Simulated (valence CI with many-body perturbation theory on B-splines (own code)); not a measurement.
# Ru³⁺: settings changed one run at a time

Aim: see how the low levels and the ionisation energy of Ru³⁺ respond to changed settings, and what each run costs. A reference run comes first.

Method: configuration interaction of the valence electrons, many-body perturbation theory for a frozen closed Dirac-Fock core, no-pair Dirac Hamiltonian, B-spline basis. Code: an in-house CI+MBPT code version 6.

### 1 Starting point

* element: ruthenium (Z = 44, A = 102)
* charge: +3
* frozen core: [Kr]
* start configuration of the valence electrons: 4d5
* nuclear rms radius: 4.4809 fm

### 2 The reference run

Settings, as recorded:

```ini
atom Ru  Z=44  mass_number=102  rms_radius_fm=4.4809
core [Kr]
valence 4d5
avg = 1
basis = S
breit = 1
cap = 10000
capref = 1200
cscale = 1
de = 0.0
dress = 0
eps = 2e-08
extrap = 1
h = 0.27
hh = 1
l2 = 3
lcore = 6
maxit = 60
n2 = 5
natural = 1
nlev = 21
nno = [3, 3, 3, 3, 1]
nroot = 26
nsp = [3, 3, 2, 2, 0]
pt2 = 1
qed = 1
rpa = 1
s1 = 1
s2 = 1
s3 = 1
screen = 1
tol = 2e-05
whole = 1
```

Started as:

```
python run_cv.py task.json out
```

task.json holds these settings and those of the later runs, which follow in the same process.

Output:

```text
rmax 17.7 intervals 64 orbitals 40 references ['4d5', '4d4 5s', '4d4 5p'] scf 6
2J=0 par=0 roots 2 ref 21 generators 9 cand 499/974 P 516/995 nnz 0 it 0
2J=0 par=0 roots 2 ref 21 generators 30 cand 1613/4104 P 2129/5099 nnz 2.5e+06 it 7
   second order: generators 76 cand 18159/40561 e2 -0.00022 -0.00008
2J=2 par=0 roots 2 ref 44 generators 10 cand 182/879 P 202/923 nnz 0 it 0
2J=2 par=0 roots 2 ref 44 generators 31 cand 818/4062 P 1020/4985 nnz 4.2e+06 it 7
   second order: generators 85 cand 19468/119556 e2 -0.00096 -0.00050
2J=4 par=0 roots 2 ref 64 generators 9 cand 116/839 P 139/903 nnz 0 it 0
2J=4 par=0 roots 2 ref 64 generators 30 cand 640/4085 P 779/4988 nnz 5.6e+06 it 11
   second order: generators 84 cand 18692/169626 e2 -0.00135 -0.00079
reference levels 575, estimated 33, window 40502 1/cm; series limit 279639, core excitation 317812
2J=5 par=0 roots 8 ref 86 generators 8 cand 52/706 P 255/3236 nnz 2.6e+06 it 8
2J=5 par=0 roots 8 ref 86 generators 49 cand 549/6648 P 804/9884 nnz 2e+07 it 9
   second order: generators 206 cand 54653/1816014 e2 -0.00356 -0.00118
2J=7 par=0 roots 6 ref 75 generators 6 cand 60/890 P 256/3404 nnz 2.9e+06 it 7
2J=7 par=0 roots 6 ref 75 generators 42 cand 520/6581 P 776/9985 nnz 2.1e+07 it 9
   second order: generators 178 cand 56010/1980878 e2 -0.00351 -0.00243
2J=11 par=0 roots 3 ref 36 generators 3 cand 98/990 P 343/3489 nnz 3e+06 it 5
2J=11 par=0 roots 3 ref 36 generators 30 cand 677/6414 P 1020/9903 nnz 2.1e+07 it 9
   second order: generators 145 cand 50865/1543828 e2 -0.00160 -0.00117
2J=9 par=0 roots 4 ref 59 generators 5 cand 55/871 P 277/3345 nnz 2.8e+06 it 7
2J=9 par=0 roots 4 ref 59 generators 48 cand 596/6598 P 873/9943 nnz 2.1e+07 it 9
   second order: generators 180 cand 53308/1854281 e2 -0.00277 -0.00198
2J=3 par=0 roots 5 ref 72 generators 6 cand 68/908 P 318/3424 nnz 2.8e+06 it 9
2J=3 par=0 roots 5 ref 72 generators 46 cand 707/6533 P 1025/9957 nnz 2e+07 it 10
   second order: generators 181 cand 53241/1379220 e2 -0.00279 -0.00185
2J=1 par=0 roots 3 ref 41 generators 5 cand 178/943 P 587/3413 nnz 2.5e+06 it 6
2J=1 par=0 roots 3 ref 41 generators 34 cand 961/6577 P 1548/9990 nnz 1.4e+07 it 9
   second order: generators 152 cand 48419/716007 e2 -0.00148 -0.00105
2J=13 par=0 roots 1 ref 18 generators 1 cand 95/967 P 402/3517 nnz 3e+06 it 4
2J=13 par=0 roots 1 ref 18 generators 20 cand 865/6463 P 1267/9980 nnz 1.7e+07 it 6
   second order: generators 75 cand 45009/1170258 e2 -0.00092 -0.00092
left out: unestimated 74227, estimated 55042, shifts from estimates -18 to 135
```

Run time: 2.6 min. Hardware: 1 thread of Arm Neoverse N1, shared host; peak memory 0.8 GiB.

In the log, the blocks before «reference levels» are the next ion; each later block is one J and parity (par 1 is odd): roots sought, reference size, generators, candidates and the variational space P (configurations/state functions), Hamiltonian entries, Davidson iterations; e2 is the second-order remainder in hartree. Σ1, Σ2 and Σ3 are the one-, two- and three-electron terms by which the core's correlation enters. In the settings nsp and nno count spectroscopic and correlating orbitals by l, and s1, s2, s3 switch or scale the Σ terms.

Levels from the run's result record, above the lowest; ° marks odd parity; each level is named by its leading configuration and LS term. The first 10 of 30 are listed.

```
#        level  configuration weight  term weight  energy (cm⁻¹)      g  lifetime (s)
0   4d5 ⁶S 5/2                  0.99         0.99            0.0  1.998             -
1   4d5 ⁴G 5/2                  0.98         0.96          22774  0.586      6.49e+01
2   4d5 ⁴G 7/2                  0.98         0.98          23024  0.988      1.34e+03
3  4d5 ⁴G 11/2                  0.98         0.99          23126  1.270             -
4   4d5 ⁴G 9/2                  0.98         0.99          23178  1.172      5.87e+03
5   4d5 ⁴P 5/2                  0.98         0.57          25710  1.491      2.33e-01
6   4d5 ⁴P 3/2                  0.98         0.60          26155  1.516      3.48e-01
7   4d5 ⁴P 1/2                  0.98         0.73          26840  1.959      5.48e+01
8   4d5 ⁴D 7/2                  0.98         0.97          28080  1.421      4.70e+00
9   4d5 ⁴D 1/2                  0.98         0.73          28878  0.704      3.03e+00
```

### 3 Changed: scale of Σ1 0.9

Changes to the settings of step 2:

```diff
@@ -27,3 +27,3 @@
 rpa = 1
-s1 = 1
+s1 = 0.9
 s2 = 1
```

Output:

```text
rmax 17.7 intervals 64 orbitals 40 references ['4d5', '4d4 5s', '4d4 5p'] scf 6
2J=0 par=0 roots 2 ref 21 generators 9 cand 499/974 P 516/995 nnz 0 it 0
2J=0 par=0 roots 2 ref 21 generators 30 cand 1613/4104 P 2129/5099 nnz 2.5e+06 it 7
   second order: generators 76 cand 18159/40561 e2 -0.00022 -0.00008
2J=2 par=0 roots 2 ref 44 generators 10 cand 182/879 P 202/923 nnz 0 it 0
2J=2 par=0 roots 2 ref 44 generators 31 cand 818/4062 P 1020/4985 nnz 4.2e+06 it 8
   second order: generators 84 cand 19233/117972 e2 -0.00094 -0.00049
2J=4 par=0 roots 2 ref 64 generators 9 cand 116/839 P 139/903 nnz 0 it 0
2J=4 par=0 roots 2 ref 64 generators 29 cand 640/4085 P 779/4988 nnz 5.6e+06 it 11
   second order: generators 83 cand 18462/168018 e2 -0.00133 -0.00078
reference levels 575, estimated 33, window 40428 1/cm; series limit 278596, core excitation 317812
2J=5 par=0 roots 8 ref 86 generators 8 cand 61/763 P 255/3236 nnz 2.6e+06 it 7
2J=5 par=0 roots 8 ref 86 generators 50 cand 549/6648 P 804/9884 nnz 2e+07 it 10
   second order: generators 203 cand 54653/1816014 e2 -0.00354 -0.00116
2J=7 par=0 roots 6 ref 75 generators 6 cand 68/942 P 256/3404 nnz 2.9e+06 it 7
2J=7 par=0 roots 6 ref 75 generators 44 cand 520/6581 P 776/9985 nnz 2.1e+07 it 9
   second order: generators 177 cand 56010/1980878 e2 -0.00349 -0.00242
2J=11 par=0 roots 3 ref 36 generators 3 cand 100/994 P 343/3489 nnz 3e+06 it 5
2J=11 par=0 roots 3 ref 36 generators 30 cand 677/6414 P 1020/9903 nnz 2.1e+07 it 9
   second order: generators 145 cand 50865/1543828 e2 -0.00159 -0.00116
2J=9 par=0 roots 4 ref 59 generators 5 cand 55/871 P 277/3345 nnz 2.8e+06 it 7
2J=9 par=0 roots 4 ref 59 generators 47 cand 596/6598 P 873/9943 nnz 2.1e+07 it 9
   second order: generators 180 cand 53308/1854281 e2 -0.00275 -0.00196
2J=3 par=0 roots 5 ref 72 generators 6 cand 77/956 P 318/3424 nnz 2.8e+06 it 8
2J=3 par=0 roots 5 ref 72 generators 45 cand 707/6533 P 1025/9957 nnz 2e+07 it 10
   second order: generators 179 cand 53241/1379220 e2 -0.00278 -0.00185
2J=1 par=0 roots 3 ref 41 generators 5 cand 178/943 P 587/3413 nnz 2.5e+06 it 6
2J=1 par=0 roots 3 ref 41 generators 34 cand 954/6568 P 1541/9981 nnz 1.4e+07 it 9
   second order: generators 151 cand 48426/716016 e2 -0.00147 -0.00104
2J=13 par=0 roots 1 ref 18 generators 1 cand 95/967 P 402/3517 nnz 3e+06 it 4
2J=13 par=0 roots 1 ref 18 generators 20 cand 871/6479 P 1273/9996 nnz 1.7e+07 it 6
   second order: generators 73 cand 45003/1170242 e2 -0.00091 -0.00091
left out: unestimated 74092, estimated 54940, shifts from estimates -4 to 166
```

Wall time 2.6 min (1 thread of Arm Neoverse N1, shared host); peak memory 0.84 GiB.

Shifts against the reference run (cm⁻¹), for levels that keep their label and place:

| level | energy (cm⁻¹) | shift |
| --- | --- | --- |
| 4d5 ⁴G 5/2 | 22746 | -28 |
| 4d5 ⁴G 7/2 | 22992 | -32 |
| 4d5 ⁴G 11/2 | 23093 | -33 |
| 4d5 ⁴G 9/2 | 23144 | -34 |
| 4d5 ⁴P 5/2 | 25685 | -25 |
| 4d5 ⁴P 3/2 | 26125 | -30 |
| 4d5 ⁴P 1/2 | 26803 | -37 |
| 4d5 ⁴D 7/2 | 28039 | -40 |

The ionisation energy moves by -0.129 eV.

### 4 Changed: selection threshold 1e-06

Changes to the settings of step 3:

```diff
@@ -11,3 +11,3 @@
 dress = 0
-eps = 2e-08
+eps = 1e-06
 extrap = 1
@@ -27,3 +27,3 @@
 rpa = 1
-s1 = 0.9
+s1 = 1
 s2 = 1
```

Output:

```text
rmax 17.7 intervals 64 orbitals 40 references ['4d5', '4d4 5s', '4d4 5p'] scf 6
2J=0 par=0 roots 2 ref 21 generators 9 cand 443/883 P 460/904 nnz 0 it 0
2J=0 par=0 roots 2 ref 21 generators 30 cand 315/573 P 775/1477 nnz 0 it 7
   second order: generators 74 cand 19431/44101 e2 -0.00128 -0.00067
2J=2 par=0 roots 2 ref 44 generators 10 cand 182/879 P 202/923 nnz 0 it 0
2J=2 par=0 roots 2 ref 44 generators 31 cand 346/1699 P 548/2622 nnz 1.6e+06 it 7
   second order: generators 84 cand 19705/120335 e2 -0.00210 -0.00096
2J=4 par=0 roots 2 ref 64 generators 9 cand 116/839 P 139/903 nnz 0 it 0
2J=4 par=0 roots 2 ref 64 generators 30 cand 408/2798 P 547/3701 nnz 3.2e+06 it 11
   second order: generators 84 cand 18924/170913 e2 -0.00226 -0.00099
reference levels 575, estimated 33, window 40502 1/cm; series limit 279639, core excitation 317812
2J=5 par=0 roots 8 ref 86 generators 8 cand 52/706 P 255/3236 nnz 2.6e+06 it 8
2J=5 par=0 roots 8 ref 86 generators 49 cand 549/6648 P 804/9884 nnz 2e+07 it 9
   second order: generators 206 cand 54653/1816014 e2 -0.00356 -0.00118
2J=7 par=0 roots 6 ref 75 generators 6 cand 60/890 P 256/3404 nnz 2.9e+06 it 7
2J=7 par=0 roots 6 ref 75 generators 42 cand 520/6581 P 776/9985 nnz 2.1e+07 it 9
   second order: generators 178 cand 56010/1980878 e2 -0.00351 -0.00243
2J=11 par=0 roots 3 ref 36 generators 3 cand 98/990 P 343/3489 nnz 3e+06 it 5
2J=11 par=0 roots 3 ref 36 generators 30 cand 477/4298 P 820/7787 nnz 1.3e+07 it 8
   second order: generators 146 cand 51161/1546416 e2 -0.00265 -0.00192
2J=9 par=0 roots 4 ref 59 generators 5 cand 55/871 P 277/3345 nnz 2.8e+06 it 7
2J=9 par=0 roots 4 ref 59 generators 48 cand 546/6128 P 823/9473 nnz 1.9e+07 it 9
   second order: generators 180 cand 53358/1854751 e2 -0.00299 -0.00214
2J=3 par=0 roots 5 ref 72 generators 6 cand 68/908 P 318/3424 nnz 2.8e+06 it 9
2J=3 par=0 roots 5 ref 72 generators 46 cand 643/6115 P 961/9539 nnz 1.8e+07 it 9
   second order: generators 181 cand 53305/1379638 e2 -0.00298 -0.00201
2J=1 par=0 roots 3 ref 41 generators 5 cand 117/615 P 526/3085 nnz 2.1e+06 it 6
2J=1 par=0 roots 3 ref 41 generators 34 cand 477/2627 P 1003/5712 nnz 6.5e+06 it 9
   second order: generators 152 cand 48964/720285 e2 -0.00253 -0.00174
2J=13 par=0 roots 1 ref 18 generators 1 cand 24/205 P 331/2755 nnz 1.9e+06 it 4
2J=13 par=0 roots 1 ref 18 generators 21 cand 363/2595 P 694/5350 nnz 6.6e+06 it 6
   second order: generators 75 cand 45576/1174881 e2 -0.00224 -0.00224
left out: unestimated 74227, estimated 55042, shifts from estimates -18 to 135
```

It took 2.4 min on 1 thread of Arm Neoverse N1, shared host; peak memory 0.84 GiB.

Shifts against the reference run (cm⁻¹), for levels that keep their label and place:

```
      level  energy (cm⁻¹)  shift
 4d5 ⁴G 5/2          22774   +0.0
 4d5 ⁴G 7/2          23024   +0.0
4d5 ⁴G 11/2          23129   +2.7
 4d5 ⁴G 9/2          23181   +3.6
 4d5 ⁴P 5/2          25710   +0.0
 4d5 ⁴P 3/2          26158   +2.5
 4d5 ⁴P 1/2          26846   +6.1
 4d5 ⁴D 7/2          28080   +0.0
```

The ionisation energy moves by +0.00112 eV.

### 5 Changed: correlating orbitals by l [4, 4, 3, 0, 0]

Changes to the settings of step 4:

```diff
@@ -11,3 +11,3 @@
 dress = 0
-eps = 1e-06
+eps = 2e-08
 extrap = 1
@@ -21,3 +21,3 @@
 nlev = 21
-nno = [3, 3, 3, 3, 1]
+nno = [4, 4, 3, 0, 0]
 nroot = 26
```

Output:

```text
rmax 17.7 intervals 64 orbitals 35 references ['4d5', '4d4 5s', '4d4 5p'] scf 6
2J=0 par=0 roots 2 ref 21 generators 9 cand 574/963 P 591/984 nnz 0 it 0
2J=0 par=0 roots 2 ref 21 generators 22 cand 1101/2388 P 1692/3372 nnz 1.2e+06 it 6
   second order: generators 42 cand 7352/13802 e2 -0.00004 -0.00001
2J=2 par=0 roots 2 ref 44 generators 10 cand 220/943 P 240/987 nnz 0 it 0
2J=2 par=0 roots 2 ref 44 generators 23 cand 836/3977 P 1076/4964 nnz 3.6e+06 it 9
   second order: generators 41 cand 7405/34793 e2 -0.00011 -0.00005
2J=4 par=0 roots 2 ref 64 generators 9 cand 133/874 P 156/938 nnz 0 it 0
2J=4 par=0 roots 2 ref 64 generators 25 cand 680/3964 P 836/4902 nnz 4.1e+06 it 10
   second order: generators 35 cand 6249/42576 e2 -0.00021 -0.00009
reference levels 575, estimated 33, window 43966 1/cm; series limit 277532, core excitation 317812
2J=5 par=0 roots 8 ref 86 generators 8 cand 99/996 P 329/3492 nnz 2.9e+06 it 8
2J=5 par=0 roots 8 ref 86 generators 22 cand 685/6390 P 1014/9882 nnz 1.8e+07 it 9
   second order: generators 120 cand 27308/594076 e2 -0.00046 -0.00021
2J=7 par=0 roots 6 ref 75 generators 6 cand 98/948 P 317/3408 nnz 2.9e+06 it 6
2J=7 par=0 roots 6 ref 75 generators 19 cand 695/6538 P 1012/9946 nnz 1.8e+07 it 8
   second order: generators 104 cand 27169/591919 e2 -0.00043 -0.00028
2J=11 par=0 roots 3 ref 36 generators 3 cand 148/972 P 496/3475 nnz 2.9e+06 it 5
2J=11 par=0 roots 3 ref 36 generators 13 cand 692/6787 P 1188/10262 nnz 1.5e+07 it 8
   second order: generators 83 cand 24662/385529 e2 -0.00022 -0.00016
2J=9 par=0 roots 4 ref 59 generators 5 cand 117/988 P 380/3473 nnz 2.9e+06 it 5
2J=9 par=0 roots 4 ref 59 generators 22 cand 700/6039 P 1080/9512 nnz 1.5e+07 it 8
   second order: generators 108 cand 26259/525331 e2 -0.00032 -0.00023
2J=3 par=0 roots 5 ref 72 generators 6 cand 124/861 P 407/3318 nnz 2.5e+06 it 7
2J=3 par=0 roots 5 ref 72 generators 20 cand 793/6859 P 1200/10177 nnz 1.5e+07 it 8
   second order: generators 108 cand 26806/479312 e2 -0.00043 -0.00029
2J=1 par=0 roots 3 ref 41 generators 7 cand 207/984 P 706/3451 nnz 2.4e+06 it 4
2J=1 par=0 roots 3 ref 41 generators 13 cand 904/7060 P 1610/10511 nnz 1.2e+07 it 9
   second order: generators 90 cand 23125/238964 e2 -0.00021 -0.00016
2J=13 par=0 roots 1 ref 18 generators 1 cand 165/582 P 635/3118 nnz 2.4e+06 it 4
2J=13 par=0 roots 1 ref 18 generators 8 cand 367/4064 P 1002/7182 nnz 7.8e+06 it 5
   second order: generators 35 cand 18527/231099 e2 -0.00015 -0.00015
left out: unestimated 79548, estimated 60231, shifts from estimates -42 to 4
```

Run time: 95 s. Hardware: 1 thread of Arm Neoverse N1, shared host; peak memory 0.84 GiB.

Shifts against the reference run (cm⁻¹), for levels that keep their label and place:

| level | energy (cm⁻¹) | shift |
| --- | --- | --- |
| 4d5 ⁴G 5/2 | 24382 | +1607 |
| 4d5 ⁴G 7/2 | 24606 | +1582 |
| 4d5 ⁴G 11/2 | 24707 | +1581 |
| 4d5 ⁴G 9/2 | 24750 | +1573 |
| 4d5 ⁴P 5/2 | 28298 | +2588 |
| 4d5 ⁴P 3/2 | 28743 | +2588 |
| 4d5 ⁴P 1/2 | 29484 | +2644 |
| 4d5 ⁴D 7/2 | 30439 | +2359 |

The ionisation energy moves by -0.277 eV.

### 6 Changed: start configuration 4d6

Changes to the settings of step 5:

```diff
@@ -2,3 +2,3 @@
 core [Kr]
-valence 4d5
+valence 4d6
 avg = 1
@@ -21,3 +21,3 @@
 nlev = 21
-nno = [4, 4, 3, 0, 0]
+nno = [3, 3, 3, 3, 1]
 nroot = 26
```

The run ends with:

```text
error: core and valence hold 42 electrons, the ion has 41
```

Hardware: 1 thread of Arm Neoverse N1, shared host.

The input is refused before any work is done.

### 7 Results

| run | outcome | ionisation energy (eV) | its shift (eV) | mean size of level shifts (cm⁻¹) | time |
| --- | --- | --- | --- | --- | --- |
| reference | converged | 45.2220 | 0 | 0 | 2.6 min |
| scale of Σ1 0.9 | converged | 45.0935 | -0.129 | 34 | 2.6 min |
| selection threshold 1e-06 | converged | 45.2232 | +0.00112 | 2.2 | 2.4 min |
| correlating orbitals by l [4, 4, 3, 0, 0] | converged | 44.9446 | -0.277 | 2112 | 95 s |
| start configuration 4d6 | refused | - | - | - | under 0.1 s |
| NIST (tabulated theoretical) | - | 45 | - | - | - |

**Reading.** The ionisation energy reacts most to «correlating orbitals by l [4, 4, 3, 0, 0]» (-0.277 eV) and least to «selection threshold 1e-06» (+0.00112 eV). The reference run itself stands +0.222 eV from the NIST entry (uncertainty 1.7 eV). The quickest altered run takes 62 % of the reference time, which also holds the start-up, and shifts the levels by 2112 cm⁻¹ on average. Cautions: intervals between levels of different J carry noise of about a tenth of the second-order remainder, tens of cm⁻¹ or more; open d shell: different configurations can be misplaced against each other by 1000 to 8000 cm⁻¹; by estimate terms of an open d or f shell hold to a few per cent; only levels of one parity were solved.

The values come from a calculation with valence CI with many-body perturbation theory on B-splines (own code).
